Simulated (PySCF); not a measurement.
# C7H11BN2O: excited states, first hyperpolarisability

Aim: compute the excited states, first hyperpolarisability of C7H11BN2O (`COc1cnc(B(C)C)cn1`).

Programs: PySCF 2.14.0, with routines of our own; each step states its level. All values are computed. Atoms count from 0.

### Step 1. The starting structure

22 atoms, charge 0, multiplicity 1; geometry from: GFN2-xTB.

### Step 2. Relaxing the molecule at PBE0-D3(BJ)/def2-SVP

What the job is given:

```
{"job": {"xc": "PBE0", "basis": "def2-SVP", "d3": "d3bj", "grid": 2, "kind": "geom"}, "charge": 0, "multiplicity": 1}
C      4.193818     0.577494     0.085420
O      3.391111    -0.519638    -0.313628
C      2.071178    -0.365427    -0.173181
C      1.209820    -1.412072    -0.557206
N     -0.086685    -1.304460    -0.440392
C     -0.614496    -0.166051     0.062234
B     -2.173754    -0.077765     0.203480
C     -2.850612     1.269763     0.663663
C     -3.019355    -1.362668    -0.111927
C      0.263789     0.852933     0.430895
N      1.584049     0.764762     0.318143
H      3.910708     1.478652    -0.462219
H      5.219717     0.297435    -0.143009
H      4.079734     0.767453     1.154862
H      1.607751    -2.332315    -0.961647
H     -2.359530     1.717242     1.525798
H     -2.779923     2.005197    -0.138365
H     -3.905372     1.161311     0.902896
H     -4.059282    -1.161539    -0.357667
H     -3.022969    -1.998806     0.774487
H     -2.577723    -1.962368    -0.903041
H     -0.092386     1.790253     0.836417
```

Command:

```bash
OMP_NUM_THREADS=1 python excited_run.py task.json out
```

One launch serves the whole session: the jobs run in the order shown.

What it wrote:

```text
step   0  E = -482.05018619  max force = 0.010003
step   1  E = -482.05241459  max force = 0.002557
step   2  E = -482.05244647  max force = 0.002342
step   3  E = -482.05251160  max force = 0.001245
step   4  E = -482.05254918  max force = 0.000898
step   5  E = -482.05261250  max force = 0.000963
step   6  E = -482.05268611  max force = 0.001430
step   7  E = -482.05271907  max force = 0.000684
step   8  E = -482.05273881  max force = 0.000496
step   9  E = -482.05275370  max force = 0.000547
step  10  E = -482.05276678  max force = 0.000623
step  11  E = -482.05277626  max force = 0.000646
step  12  E = -482.05278292  max force = 0.000446
optimisation converged
```

Wall time 4.7 min (1 thread of Arm Neoverse V2, shared host); peak memory 1 GiB.

Step by step:

| step | energy from step 0 (eV) | largest force component (eV/Å) |
| --- | --- | --- |
| 0 | 0.0000 | 0.5144 |
| 1 | -0.0606 | 0.1315 |
| 2 | -0.0615 | 0.1204 |
| 3 | -0.0633 | 0.0640 |
| 4 | -0.0643 | 0.0462 |
| 5 | -0.0660 | 0.0495 |
| 6 | -0.0680 | 0.0735 |
| 7 | -0.0689 | 0.0352 |
| 8 | -0.0695 | 0.0255 |
| 9 | -0.0699 | 0.0281 |
| 10 | -0.0702 | 0.0320 |
| 11 | -0.0705 | 0.0332 |
| 12 | -0.0707 | 0.0229 |

Distances of close pairs at the start and the end, largest changes first:

```csv
bond,before (Å),after (Å),change (Å)
C7–H16,1.090,1.108,+0.018
C8–H19,1.091,1.108,+0.017
C3–H14,1.081,1.096,+0.015
C8–H18,1.087,1.102,+0.015
C7–H17,1.087,1.101,+0.014
C9–H21,1.082,1.095,+0.013
C7–H15,1.088,1.100,+0.012
C8–H20,1.087,1.098,+0.012
```

The end geometry stands in the next job.

```
                         at the end point                value
  point group (found at 0.08 Å tolerance)                   C1
rotational constants (GHz, main isotopes)  3.069, 0.576, 0.490
                        dipole moment (D)                 2.01
```

### Step 3. Excited states: TDA CAM-B3LYP/def2-SVPD

What the job is given:

```
{"job": {"kind": "states", "xc": "CAM-B3LYP", "basis": "def2-SVPD", "tda": true, "soc": true, "nstates": 6, "ntriplets": 5, "nquad": 4}, "charge": 0, "multiplicity": 1}
C      4.077820     0.620489    -0.192982
O      3.227177    -0.429553    -0.611171
C      1.921190    -0.269632    -0.433534
C      1.065090    -1.316011    -0.857170
N     -0.233420    -1.224906    -0.715084
C     -0.756268    -0.104012    -0.148418
B     -2.317917    -0.002694     0.012233
C     -2.992990     1.308835     0.563847
C     -3.203867    -1.224644    -0.406413
C      0.124381     0.904924     0.256936
N      1.450391     0.831021     0.118609
H      3.843610     1.555320    -0.724226
H      5.098243     0.295265    -0.428247
H      3.976072     0.806557     0.886796
H      1.494636    -2.215324    -1.312913
H     -2.383619     1.912289     1.253085
H     -3.189484     1.948415    -0.319580
H     -3.974831     1.121685     1.024545
H     -4.162670    -0.921516    -0.856895
H     -3.471016    -1.754058     0.529577
H     -2.680941    -1.946045    -1.048587
H     -0.258831     1.821479     0.717592
```

With the program's defaults for keys left out, this is: TDA CAM-B3LYP/def2-SVPD excited states, vertical, gas phase, spin-orbit mean-field couplings.

What it wrote:

```text
coarse grid: 18720 points
cycle   1  E = -482.1759247919  dE =  1.898e+00  |g| = 6.765e-01  |ddm| = 1.026e+01
cycle   2  E = -482.1642599152  dE =  1.166e-02  |g| = 7.730e-01  |ddm| = 2.892e+00
cycle   3  E = -482.2816837698  dE = -1.174e-01  |g| = 9.156e-02  |ddm| = 1.671e+00
cycle   4  E = -482.2830025234  dE = -1.319e-03  |g| = 5.292e-02  |ddm| = 3.051e-01
cycle   5  E = -482.2836030327  dE = -6.005e-04  |g| = 1.355e-02  |ddm| = 1.658e-01
cycle   6  E = -482.2836414885  dE = -3.846e-05  |g| = 4.931e-03  |ddm| = 5.121e-02
cycle   7  E = -482.2836481958  dE = -6.707e-06  |g| = 8.021e-04  |ddm| = 1.483e-02
final grid: 181952 points
cycle   8  E = -482.3748030180  dE = -5.472e-05  |g| = 4.875e-03  |ddm| = 1.715e-01
cycle   9  E = -482.3748027151  dE =  3.029e-07  |g| = 5.347e-03  |ddm| = 2.825e-02
cycle  10  E = -482.3748084703  dE = -5.755e-06  |g| = 8.947e-04  |ddm| = 1.045e-02
cycle  11  E = -482.3748086329  dE = -1.626e-07  |g| = 2.149e-04  |ddm| = 2.113e-03
cycle  12  E = -482.3748086451  dE = -1.218e-08  |g| = 8.081e-05  |ddm| = 6.951e-04
cycle  13  E = -482.3748086469  dE = -1.771e-09  |g| = 2.001e-05  |ddm| = 2.104e-04
cycle  14  E = -482.3748086471  dE = -2.140e-10  |g| = 9.532e-06  |ddm| = 8.522e-05
converged SCF energy = -482.3748086471

Singlet excitations
state   eV       nm        f     d(h-e)  d(exc)  Lambda  PR(NTO)  |dmu|/D   mu/D   main configurations
  1   4.1652   297.7   0.00368   0.271   2.686   0.526   1.026    0.664    1.530   H-1->L 0.80, H-1->L+1 0.16
  2   4.5656   271.6   0.00134   0.467   2.826   0.533   1.025    1.223    2.156   H-1->L+1 0.81, H-1->L 0.16
  3   5.1321   241.6   0.30078   0.390   2.853   0.694   1.278    1.111    2.977   H->L 0.59, H->L+1 0.28
  4   5.6073   221.1   0.38088   1.222   3.230   0.693   1.187    4.009    5.503   H->L+1 0.58, H->L 0.33
  5   5.9562   208.2   0.00009   0.324   2.760   0.462   1.296                     H-2->L 0.46, H-3->L 0.30, H-3->L+1 0.13
  6   6.0410   205.2   0.00140   1.024   2.903   0.443   1.450                     H-2->L 0.39, H-3->L 0.33, H-2->L+1 0.14

Triplet excitations (Tamm-Dancoff)
state   eV     d(h-e)  d(exc)  Lambda  PR(NTO)   main configurations
  1   3.4238   0.458   2.503   0.521   1.036   H-1->L 0.63, H-1->L+1 0.28
  2   3.6516   0.487   2.875   0.697   1.036   H->L 0.91
  3   3.8474   0.141   2.601   0.708   1.039   H->L+1 0.90
  4   4.3455   0.505   2.832   0.531   1.059   H-1->L+1 0.67, H-1->L 0.28
  5   5.1773   0.645   2.443   0.458   1.179   H-3->L 0.31, H-3->L+1 0.25, H-2->L 0.12
S1 - T1 = 0.7414 eV

Spin-orbit couplings |<S|Hso|T>| (cm-1)
             T1       T2       T3       T4       T5
S0       15.262    0.421    0.248    6.476   40.164
S1        0.338    1.403    2.753    0.376    0.373
S2        0.273    0.282    1.218    0.639    0.222
S3        0.981    0.071    0.108    4.967    3.993
S4        3.128    0.083    0.073    2.014    0.458
S5        0.597    4.699    2.377    0.269    0.191
S6        3.498    0.793    1.981    3.655    0.449
T1 sublevels (cm-1): 0.000 0.001 0.012   radiative rates (1/s): 0.00488 0.593 103
```

It took 2.1 min on 1 thread of Arm Neoverse V2, shared host; peak memory 1.5 GiB.

Key values:

```csv
quantity,value
S1 less T1,0.74 eV
```

### Step 4. Excited states: TDDFT CAM-B3LYP/def2-SVPD

Settings changed since step 3:

```diff
@@ -1,2 +1,2 @@
-{"job": {"kind": "states", "xc": "CAM-B3LYP", "basis": "def2-SVPD", "tda": true, "soc": true, "nstates": 6, "ntriplets": 5, "nquad": 4}, "charge": 0, "multiplicity": 1}
+{"job": {"kind": "states", "xc": "CAM-B3LYP", "basis": "def2-SVPD", "tpa": true, "nstates": 8, "nquad": 6, "ntriplets": 0}, "charge": 0, "multiplicity": 1}
 C      4.077820     0.620489    -0.192982
```

With the program's defaults for keys left out, this is: TDDFT CAM-B3LYP/def2-SVPD excited states, vertical, gas phase, two-photon moments by quadratic response.

What it wrote:

```text
coarse grid: 18720 points
cycle   1  E = -482.1759247919  dE =  1.898e+00  |g| = 6.765e-01  |ddm| = 1.026e+01
cycle   2  E = -482.1642599152  dE =  1.166e-02  |g| = 7.730e-01  |ddm| = 2.892e+00
cycle   3  E = -482.2816837698  dE = -1.174e-01  |g| = 9.156e-02  |ddm| = 1.671e+00
cycle   4  E = -482.2830025234  dE = -1.319e-03  |g| = 5.292e-02  |ddm| = 3.051e-01
cycle   5  E = -482.2836030327  dE = -6.005e-04  |g| = 1.355e-02  |ddm| = 1.658e-01
cycle   6  E = -482.2836414885  dE = -3.846e-05  |g| = 4.931e-03  |ddm| = 5.121e-02
cycle   7  E = -482.2836481958  dE = -6.707e-06  |g| = 8.021e-04  |ddm| = 1.483e-02
final grid: 181952 points
cycle   8  E = -482.3748030180  dE = -5.472e-05  |g| = 4.875e-03  |ddm| = 1.715e-01
cycle   9  E = -482.3748027151  dE =  3.029e-07  |g| = 5.347e-03  |ddm| = 2.825e-02
cycle  10  E = -482.3748084703  dE = -5.755e-06  |g| = 8.947e-04  |ddm| = 1.045e-02
cycle  11  E = -482.3748086329  dE = -1.626e-07  |g| = 2.149e-04  |ddm| = 2.113e-03
cycle  12  E = -482.3748086451  dE = -1.218e-08  |g| = 8.081e-05  |ddm| = 6.951e-04
cycle  13  E = -482.3748086469  dE = -1.771e-09  |g| = 2.001e-05  |ddm| = 2.104e-04
cycle  14  E = -482.3748086471  dE = -2.140e-10  |g| = 9.532e-06  |ddm| = 8.522e-05
converged SCF energy = -482.3748086471

Singlet excitations
state   eV       nm        f     d(h-e)  d(exc)  Lambda  PR(NTO)  |dmu|/D   mu/D   delta(TPA)   sigma/GM   main configurations
  1   4.1057   302.0   0.00232   0.275   2.688   0.526   1.028    0.698    1.429        0.06      0.000   H-1->L 0.78, H-1->L+1 0.18
  2   4.5466   272.7   0.00096   0.479   2.837   0.533   1.026    1.274    2.217        0.11      0.001   H-1->L+1 0.79, H-1->L 0.18
  3   4.9325   251.4   0.26371   0.373   2.836   0.690   1.295    1.177    3.042      133.57      1.191   H->L 0.66, H->L+1 0.27
  4   5.3847   230.3   0.28204   1.086   3.153   0.690   1.221    3.585    5.079      651.74      6.923   H->L+1 0.65, H->L 0.29
  5   5.9044   210.0   0.00003   0.410   2.717   0.465   1.232    0.628    2.415        2.69      0.034   H-3->L 0.35, H-2->L 0.35, H-3->L+1 0.16
  6   6.0153   206.1   0.00089   1.147   2.940   0.438   1.300    4.605    3.623        0.69      0.009   H-2->L 0.49, H-3->L 0.25, H-2->L+1 0.14
  7   6.2719   197.7   0.00173   0.677   2.868   0.504   1.445                                            H-4->L 0.55, H-3->L 0.16, H-3->L+1 0.11
  8   6.4290   192.9   0.00010   0.663   2.861   0.463   1.194                                            H-3->L+1 0.41, H-4->L 0.19, H-3->L 0.15
```

Wall time 2.8 min (1 thread of Arm Neoverse V2, shared host); peak memory 1.5 GiB.

### Step 5. First hyperpolarisability: quadratic response CAM-B3LYP/def2-SVPD

Settings changed since step 4:

```diff
@@ -1,2 +1,2 @@
-{"job": {"kind": "states", "xc": "CAM-B3LYP", "basis": "def2-SVPD", "tpa": true, "nstates": 8, "nquad": 6, "ntriplets": 0}, "charge": 0, "multiplicity": 1}
+{"job": {"kind": "beta", "xc": "CAM-B3LYP", "basis": "def2-SVPD"}, "charge": 0, "multiplicity": 1}
 C      4.077820     0.620489    -0.192982
```

With the program's defaults for keys left out, this is: quadratic response CAM-B3LYP/def2-SVPD first hyperpolarisability, Taylor convention, gas phase.

What it wrote:

```text
coarse grid: 18720 points
cycle   1  E = -482.1759247919  dE =  1.898e+00  |g| = 6.765e-01  |ddm| = 1.026e+01
cycle   2  E = -482.1642599152  dE =  1.166e-02  |g| = 7.730e-01  |ddm| = 2.892e+00
cycle   3  E = -482.2816837698  dE = -1.174e-01  |g| = 9.156e-02  |ddm| = 1.671e+00
cycle   4  E = -482.2830025234  dE = -1.319e-03  |g| = 5.292e-02  |ddm| = 3.051e-01
cycle   5  E = -482.2836030327  dE = -6.005e-04  |g| = 1.355e-02  |ddm| = 1.658e-01
cycle   6  E = -482.2836414885  dE = -3.846e-05  |g| = 4.931e-03  |ddm| = 5.121e-02
cycle   7  E = -482.2836481958  dE = -6.707e-06  |g| = 8.021e-04  |ddm| = 1.483e-02
final grid: 181952 points
cycle   8  E = -482.3748030180  dE = -5.472e-05  |g| = 4.875e-03  |ddm| = 1.715e-01
cycle   9  E = -482.3748027151  dE =  3.029e-07  |g| = 5.347e-03  |ddm| = 2.825e-02
cycle  10  E = -482.3748084703  dE = -5.755e-06  |g| = 8.947e-04  |ddm| = 1.045e-02
cycle  11  E = -482.3748086329  dE = -1.626e-07  |g| = 2.149e-04  |ddm| = 2.113e-03
cycle  12  E = -482.3748086451  dE = -1.218e-08  |g| = 8.081e-05  |ddm| = 6.951e-04
cycle  13  E = -482.3748086469  dE = -1.771e-09  |g| = 2.001e-05  |ddm| = 2.104e-04
cycle  14  E = -482.3748086471  dE = -2.140e-10  |g| = 9.532e-06  |ddm| = 8.522e-05
converged SCF energy = -482.3748086471

Lowest singlets (eV, f): 4.1057 0.0023  4.5466 0.0010  4.9325 0.2637

First hyperpolarisability (au)
process     nm      |vector|   parallel      HRS      DR
static         -      899.22     378.41      383.5   4.553
shg       1907.0      975.66     412.53     415.75   4.575
eope      1907.0      923.57     389.28          -       -
shg       1064.0     1188.84     507.99     505.63   4.627
eope      1064.0      981.46     415.12          -       -
```

It took 2 min on 1 thread of Arm Neoverse V2, shared host; peak memory 1.5 GiB.

### Step 6. Summary of results

| quantity | value |
| --- | --- |
| point group | C1 |
| rotational constants (main isotopes) | 3.07, 0.58, 0.49 GHz |
| S1 less T1 (step 3, TDA CAM-B3LYP/def2-SVPD) | 0.74 eV |
| β vector (step 5, quadratic response CAM-B3LYP/def2-SVPD) | static 899, SHG 1907.0 nm 976, SHG 1064.0 nm 1189 au |

Over 12 steps the energy fell by 0.071 eV; of the close pairs, C7–H16 changed most, 1.090 to 1.108 Å. In step 3, the number of triplets below S1 is 3, and the largest singlet-triplet spin-orbit coupling is S0–T5, 40.16 cm⁻¹. β grows from 899 au (static) to 1189 au for doubling at 1064.0 nm: normal dispersion, which grows as twice the photon energy moves toward the bright states.
